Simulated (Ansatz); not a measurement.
**C8H20Si: basis-set convergence**

The task here is to estimate one member of a computed series from the others.

Computed with Ansatz 0.2.0, Gaussian basis. Level: one geometry, several basis sets.

Levels to be run: PBE0-D4/def2-SVP; ωB97M-V/def2-SVP; PBE0-D4/def2-QZVPP; ωB97M-V/def2-QZVPP; the functionals' def2-TZVPP values are taken from earlier runs.

### Structure used throughout

All runs share one geometry, relaxed beforehand with PBE0-D4 in a triple-zeta def2 set.

SMILES `CC(C)C[SiH2]CC(C)C`, 29 atoms, charge 0, spin multiplicity 1.

Atoms are counted from 1 here; the program's logs count them from 0.

Bond lengths: C1–C2 1.522 Å, C1–H10 1.095 Å, C1–H11 1.093 Å, C1–H12 1.093 Å, C2–C3 1.522 Å, C2–C4 1.531 Å, C2–H13 1.098 Å, C3–H14 1.093 Å, C3–H15 1.095 Å, C3–H16 1.094 Å, C4–Si5 1.881 Å, C4–H17 1.098 Å, C4–H18 1.098 Å, Si5–C6 1.881 Å, Si5–H19 1.491 Å, Si5–H20 1.493 Å, C6–C7 1.531 Å, C6–H21 1.098 Å and more. Angles: C2–C1–H10 110.6°, C2–C1–H11 111.1°, C2–C1–H12 112.0°, H10–C1–H11 107.7°, H10–C1–H12 107.5°, H11–C1–H12 107.8°, C1–C2–C3 110.6°, C1–C2–C4 111.7°, C1–C2–H13 107.8°, C3–C2–C4 110.8°, C3–C2–H13 107.8°, C4–C2–H13 107.8°, C2–C3–H14 111.3°, C2–C3–H15 110.6°, C2–C3–H16 111.4°, H14–C3–H15 107.7°, H14–C3–H16 108.0°, H15–C3–H16 107.7° and more.

The first run:

File in.yaml:

```yaml
crystal:
  periodic: [false, false, false]
  atoms:
    - {symbol: C, position_ang: [-0.147732, 2.092027, -2.534091]}
    - {symbol: C, position_ang: [-1.252224, 1.176128, -2.025924]}
    - {symbol: C, position_ang: [-1.833019, 0.353233, -3.167565]}
    - {symbol: C, position_ang: [-0.760764, 0.268449, -0.895557]}
    - {symbol: Si, position_ang: [-0.180788, 1.128031, 0.674049]}
    - {symbol: C, position_ang: [-0.026463, -0.107202, 2.084856]}
    - {symbol: C, position_ang: [0.774359, -1.378079, 1.787394]}
    - {symbol: C, position_ang: [0.711227, -2.344082, 2.962556]}
    - {symbol: C, position_ang: [2.220200, -1.064878, 1.429444]}
    - {symbol: H, position_ang: [0.693821, 1.504692, -2.916235]}
    - {symbol: H, position_ang: [-0.507322, 2.726604, -3.347998]}
    - {symbol: H, position_ang: [0.236889, 2.744788, -1.746785]}
    - {symbol: H, position_ang: [-2.055115, 1.808353, -1.624597]}
    - {symbol: H, position_ang: [-2.648959, -0.286683, -2.821561]}
    - {symbol: H, position_ang: [-1.065331, -0.293584, -3.604789]}
    - {symbol: H, position_ang: [-2.221280, 0.994403, -3.963811]}
    - {symbol: H, position_ang: [-1.566130, -0.417111, -0.601763]}
    - {symbol: H, position_ang: [0.051224, -0.370535, -1.267531]}
    - {symbol: H, position_ang: [1.113563, 1.833539, 0.449227]}
    - {symbol: H, position_ang: [-1.179526, 2.170469, 1.056131]}
    - {symbol: H, position_ang: [0.409904, 0.407271, 2.950831]}
    - {symbol: H, position_ang: [-1.046019, -0.379982, 2.384329]}
    - {symbol: H, position_ang: [0.313949, -1.874966, 0.923382]}
    - {symbol: H, position_ang: [-0.321754, -2.602424, 3.209304]}
    - {symbol: H, position_ang: [1.249054, -3.271327, 2.746218]}
    - {symbol: H, position_ang: [1.163601, -1.895692, 3.852930]}
    - {symbol: H, position_ang: [2.716979, -0.544488, 2.254612]}
    - {symbol: H, position_ang: [2.295844, -0.424671, 0.546751]}
    - {symbol: H, position_ang: [2.781917, -1.980183, 1.226693]}
basis:
  gaussian: {orbitals: def2-SVP}
hamiltonian: {xc: pbe0, dispersion: d4}
output: {orbitals: {seedname: orbitals}}
```

Started as:

```console
$ ansatz run in.yaml --threads 4 --pin off --events-out ev --progress --plain --max-ram 41984MiB --backend cpu
```

Steps of the session up to this table: PBE0-D4 in def2-SVP; ωB97M-V in def2-SVP; PBE0-D4 in def2-QZVPP; ωB97M-V in def2-QZVPP.

One of the session's tables, all rows but one given; the rest of the session is left out.

```
functional       basis  HOMO (eV)  LUMO (eV)
   PBE0-D4    def2-SVP      -8.01       1.36
   PBE0-D4  def2-TZVPP          ?          ?
   PBE0-D4  def2-QZVPP      -8.00       0.50
   ωB97M-V    def2-SVP     -10.23       3.02
   ωB97M-V  def2-TZVPP     -10.22       2.27
   ωB97M-V  def2-QZVPP     -10.22       1.67
```

Q: Estimate the row for PBE0-D4, def2-TZVPP from the others.

As computed: HOMO (eV): -8.00; LUMO (eV): 0.83.
